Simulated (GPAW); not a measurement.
## HPbNO4 in GPAW: the effect of functional

Crystal: HPbNO4.

```
CELL_PARAMETERS angstrom
4.19923 0.11117 0.16817
1.91600 3.89132 0.12568
1.76085 1.25259 6.37266
ATOMIC_POSITIONS crystal
H 0.89145 0.68202 0.62796
Pb 0.14426 0.92872 0.88352
N 0.25670 0.28861 0.30171
O 0.83108 0.65056 0.78405
O 0.38694 0.22380 0.11295
O 0.31104 0.03576 0.45856
O 0.07726 0.60633 0.32275
```

The cell was built by a generator and needn't be a form met in nature.

Alike in all runs:

```yaml
Program: GPAW 26.7.0
Task: band structure
Cutoff: 800 eV
Basis: pw
k_mesh: 5 × 5 × 3
Occupations: fermi-dirac, width 0.05 eV
Spin: no spin polarisation
```

Question: One run gave: gap on the mesh 2.78 eV. Which functional did it use?
A. AM05
B. PBEsol
C. LDA
D. PW91
E. SCAN

Answer: C.

```tsv
functional	potentials or basis	gap on the mesh (eV)
AM05	PAW data sets generated in the run's folder for this functional	2.86
PW91	PAW data sets generated in the run's folder for this functional	2.86
r2SCAN	GPAW PAW data sets (gpaw-data 1.2.1)	3.20
SCAN	GPAW PAW data sets (gpaw-data 1.2.1)	3.18
GLLB-SC	the program's PAW data sets (release 1.2.1) made for this functional	4.60
LDA	the program's PAW data sets (release 1.2.1) made for this functional	2.78
PBEsol	PAW data sets generated in the run's folder for this functional	2.85
```

Caveats: spin-orbit coupling is left out, which as a rule narrows the gap of such compounds by several tenths of an eV; the GLLB-SC gap is the Kohn-Sham gap of the path plus the derivative discontinuity (some runs); a model potential gives levels but no total energy (some runs); an odd mesh through Γ misses points on the zone boundary, where band edges often lie (some runs).

Runs at the PBE level aren't shown here.
